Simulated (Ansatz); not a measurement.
# F4H4OSi2: a saddle search, and a look at its input

Aim: a saddle search from the structure below. Read the input with care, then see what the program makes of it. The step meant is a four-centre ligand exchange at charge 0 and multiplicity 1, which changes Si1–F8, O2–H7, Si1–O2, H7–F8.

Program: Ansatz 0.2.0, Gaussian basis. Level of theory: PBE0-D4/def2-SVP. These are calculated values, not measurements.

## 1. The structure

```
Si    0.03750    0.17450    1.35920
O     0.32060   -0.13240   -0.26890
Si   -0.53830    0.00600   -1.68930
F    -1.41120    0.84470    1.26050
F     0.83870    1.41360    1.92160
F    -0.34770   -1.10550    2.20020
H     1.35110   -0.57710    0.08510
F     1.84870   -0.69820    1.16110
H    -1.60570   -0.98410   -1.62520
H    -1.02070    1.37660   -1.77150
H     0.52710   -0.31810   -2.63270
```

## 2. The run

run/in.yaml

```yaml
crystal:
  periodic: [false, false, false]
  atoms:
    - {symbol: Si, position_ang: [0.037500, 0.174500, 1.359200]}
    - {symbol: O, position_ang: [0.320600, -0.132400, -0.268900]}
    - {symbol: Si, position_ang: [-0.538300, 0.006000, -1.689300]}
    - {symbol: F, position_ang: [-1.411200, 0.844700, 1.260500]}
    - {symbol: F, position_ang: [0.838700, 1.413600, 1.921600]}
    - {symbol: F, position_ang: [-0.347700, -1.105500, 2.200200]}
    - {symbol: H, position_ang: [1.351100, -0.577100, 0.085100]}
    - {symbol: F, position_ang: [1.848700, -0.698200, 1.161100]}
    - {symbol: H, position_ang: [-1.605700, -0.984100, -1.625200]}
    - {symbol: H, position_ang: [-1.020700, 1.376600, -1.771500]}
    - {symbol: H, position_ang: [0.527100, -0.318100, -2.632700]}
basis:
  gaussian: {orbitals: def2-SVP}
hamiltonian: {xc: pbe0, dispersion: d4}
saddle:
  max_steps: 30
  mode_guess:
    - [0.0000, -0.0000, 0.0000]
    - [0.0000, -0.0000, -0.0000]
    - [0.0000, -0.0000, -0.0000]
    - [0.0000, -0.0000, -0.0000]
    - [-0.0000, 0.0000, 0.0000]
    - [-0.0000, -0.0000, 0.0000]
    - [-0.0000, 0.0000, -0.0000]
    - [-0.0000, 0.0000, 0.0000]
    - [0.0000, 0.0000, 0.0000]
    - [0.0000, -0.0000, 0.0000]
    - [0.0000, -0.0000, -0.0000]
```

Command:

```console
ansatz run in.yaml --threads 4 --pin off --events-out ev --progress --plain --max-ram 66560MiB --backend cpu
```

Log:

```text
Error: invalid value for `saddle.mode_guess`: has no component on a free degree of freedom — its frozen components are dropped, and so is its uniform translation along each direction along which no atom is frozen; give the guess a component on an atom that moves relative to the others, or omit it for a random start direction
```

It took 0.05 s on 4 threads of AMD EPYC 7R13, shared host.

## 3. What came out

```
   quantity                value
    outcome              refused
      fault  mode guess of zeros
steps taken                    0
```

What this shows: The program refused the input before any work. The guess of the mode is all zeros. The cure: give a vector that isn't zero.
